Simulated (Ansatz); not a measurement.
# TaH: the cost of one run

Computed with Ansatz 0.2.0 (DFT PBE, scalar-relativistic, plane waves, PAW, unless a step's input says otherwise).

### 1 The starting structure

The structure is tetragonal, space group P4/mbm (No. 127). The conventional cell has a = 5.391 Å, b = 5.391 Å, c = 4.132 Å, α = 90.00°, β = 90.00°, γ = 90.00°. Ta (site symmetry m2m) is surrounded by 2 H at 2.11 Å and 1 Ta at 2.17 Å. Around H (site symmetry m2m) lie 2 Ta at 2.11 Å.

Coordinates:

```cif
data_structure
_symmetry_space_group_name_H-M 'P4/mbm'
_symmetry_Int_Tables_number 127
_cell_length_a 5.3912
_cell_length_b 5.3912
_cell_length_c 4.1325
_cell_angle_alpha 90.000
_cell_angle_beta 90.000
_cell_angle_gamma 90.000
_cell_volume 120.11
loop_
_atom_site_label
_atom_site_type_symbol
_atom_site_symmetry_multiplicity
_atom_site_Wyckoff_symbol
_atom_site_fract_x
_atom_site_fract_y
_atom_site_fract_z
_atom_site_occupancy
Ta1 Ta 4 h 0.35781 0.85781 0.50000 1
H1 H 4 g 0.69748 0.19748 0.00000 1
```

A structure generator made this guess: random cell by space group and Wyckoff sites (P4/mbm, No. 127). Its size is a rough estimate.

### 2 The guess as it stands, on a coarse mesh

Contents of input.yaml:

```yaml
crystal:
  lattice:
    - [5.39120329, 0.0, 0.0]
    - [0.0, 5.39120329, 0.0]
    - [0.0, 0.0, 4.13246566]
  atoms:
    - { symbol: Ta, position: [0.35780911, 0.85780911, 0.5] }
    - { symbol: Ta, position: [0.64219089, 0.14219089, 0.5] }
    - { symbol: Ta, position: [0.14219089, 0.35780911, 0.5] }
    - { symbol: Ta, position: [0.85780911, 0.64219089, 0.5] }
    - { symbol: H, position: [0.69748263, 0.19748263, 0.0] }
    - { symbol: H, position: [0.30251737, 0.80251737, 0.0] }
    - { symbol: H, position: [0.80251737, 0.69748263, 0.0] }
    - { symbol: H, position: [0.19748263, 0.30251737, 0.0] }
basis:
  ecutwfc: 420
kpoints:
  mp_grid: { grid: [4, 4, 4] }
hamiltonian:
  xc: pbe
scf:
  occupations: { method: gaussian, width: 0.1 }
  lower_state_search: "off"
output:
  forces: true
  stress: true
  eigenvalues: true
```

Command:

```console
$ ansatz run input.yaml --threads 1 --pin off --max-ram 2560MiB --backend cpu --events-out ev --progress --plain --runs-dir out
```

Q: Estimate wall time and peak memory on 1 thread of Intel Xeon at 2.60GHz (Ice Lake), shared host.

About 3.1 s, with a peak of 0.43 GiB.
